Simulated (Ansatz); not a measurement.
# FeRe: how the settings move a single-point run

How sensitive is a single-point run of FeRe to its settings? A reference run comes first, then one run with altered input.

Method: reference: DFT, LDA, PAW with Ansatz's default frozen-core files, scalar-relativistic, in Ansatz 0.2.0.

### Step 1. The structure to begin with

The structure is hexagonal, space group P-6m2 (No. 187). Conventional cell: a = 2.689 Å, b = 2.689 Å, c = 4.140 Å, α = 90.00°, β = 90.00°, γ = 120.00°. Fe (site symmetry -6m2) has 6 Re at 2.59 Å and 6 Fe at 2.69 Å in its first shell of neighbours. Around Re (site symmetry -6m2) lie 6 Fe at 2.59 Å and 6 Re at 2.69 Å.

Structure file:

```
Fe Re
1.0
     2.68871    0.00000    0.00000
    -1.34436    2.32849    0.00000
     0.00000    0.00000    4.13993
Fe Re
1 1
Direct
  0.66667 0.33333 0.50000
  0.33333 0.66667 0.00000
```

### Step 2. Baseline

Contents of input.yaml:

```yaml
crystal:
  lattice:
    - [2.6887134566, 0.0, 0.0]
    - [-1.3443567283, 2.3284941569, 0.0]
    - [0.0, 0.0, 4.139929]
  atoms:
    - { symbol: Fe, position: [0.6666666667, 0.3333333333, 0.5], spin: 3.0, spin_axis: [1.0, 0.0, 0.0] }
    - { symbol: Re, position: [0.3333333333, 0.6666666667, 0.0], spin: 1.5, spin_axis: [1.0, 0.0, 0.0] }
magnetization:
  noncollinear: true
  spin_spiral: { q: [0.0, 0.0, 0.0] }
kpoints:
  mp_grid: { grid: [10, 10, 12] }
scf:
  occupations: { method: fermi_dirac, width: 0.1 }
  lower_state_search: "off"
hamiltonian:
  xc: lda
  pseudopotentials: { kind: paw }
output:
  eigenvalues: false
```

The run is started by

```console
> ansatz run input.yaml --threads 2 --pin off --max-ram 5120MiB --backend cpu --events-out ev --progress --plain --runs-dir out
```

### Step 3. Changed: starting moments, lock_directions true

Contents of input.yaml:

```yaml
crystal:
  lattice:
    - [2.6887134566, 0.0, 0.0]
    - [-1.3443567283, 2.3284941569, 0.0]
    - [0.0, 0.0, 4.139929]
  atoms:
    - { symbol: Fe, position: [0.6666666667, 0.3333333333, 0.5], spin: 3.0, spin_axis: [0.5, 0.0, 0.8660254] }
    - { symbol: Re, position: [0.3333333333, 0.6666666667, 0.0], spin: 1.5, spin_axis: [0.5, 0.0, 0.8660254] }
magnetization:
  noncollinear: true
  spin_spiral: { q: [0.0, 0.0, 0.0] }
  spin_locking: { lock_directions: true }
kpoints:
  mp_grid: { grid: [10, 10, 12] }
scf:
  occupations: { method: fermi_dirac, width: 0.1 }
  lower_state_search: "off"
hamiltonian:
  xc: lda
  pseudopotentials: { kind: paw }
output:
  eigenvalues: false
```

Before running it: what results should come out? Wanted: for each run, ending; energy change; gap.

The runs gave:

| run | ending | energy change | gap (eV) | cycles | time |
| --- | --- | --- | --- | --- | --- |
| reference | converged | 0 | 0.00 | 23 | 34 s |
| 1: starting moments, lock_directions true | converged | 0.0 meV/atom | 0.00 | 31 | 9.9 min |

Residual by cycle in the longest SCF loop of each run; runs are numbered as in the table. The quantity is the density residual dr2, in eV.

| cycle | reference | run 1 |
| --- | --- | --- |
| 1 | 2.94 | 2.94 |
| 4 | 0.0582 | 0.254 |
| 6 | 0.00286 | 0.0423 |
| 9 | 0.0388 | 0.0605 |
| 12 | 0.00473 | 0.655 |
| 15 | 2.8e-4 | 0.00105 |
| 17 | 3.1e-5 | 8.9e-5 |
| 20 | 1.5e-6 | 3.4e-6 |
| 23 | 3.8e-11 | 1.4e-7 |
| 26 | - | 3.6e-10 |
| 28 | - | 6.1e-10 |
| 31 | - | 6.4e-10 |

The changed input (constraint on the moments) leaves the energy the same to the digits printed. Cost: 31 SCF cycles against 23, 9.9 min against 34 s.
